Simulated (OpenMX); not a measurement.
# RuAu in OpenMX: the effect of biaxial strain

The system is RuAu.

```xyz
2
Lattice="3.0382 0.0000 0.0000 0.0000 3.0382 0.0000 0.0000 0.0000 3.1648" Properties=species:S:1:pos:R:3 pbc="T T T"
Ru    0.0000    0.0000    0.0000
Au    1.5191    1.5191    1.5824
```

The cell was built by a generator and needn't be a form met in nature.

Alike in all runs:

| Property | Result |
| --- | --- |
| Program | OpenMX 3.8.5 |
| Task | single point |
| Functional | PBE |
| Potentials or basis | OpenMX 2013 PBE set, Ru7.0-s3p2d2, Au7.0-s3p2d2f1, grid cutoff 400 Ry |
| k mesh | 7 × 7 × 7 |
| Occupations | fermi-dirac, width 0.05 eV |
| Spin | no spin polarisation |

```csv
biaxial strain,pressure (GPa)
-4 %,?
-2 %,13.8
0 %,3.3
2 %,-5.0
4 %,-11.4
```

Question: What does the run with biaxial strain -4 % give?

Answer: Pressure 26.9 GPa.

Worked out: A parabola through the other rows of the pressure, of slope -6.76 GPa per % there, extrapolates to 26.3 GPa, against the run's 26.9.

Caveats: the basis of atomic orbitals isn't converged, which shifts pressures, moduli and gaps.
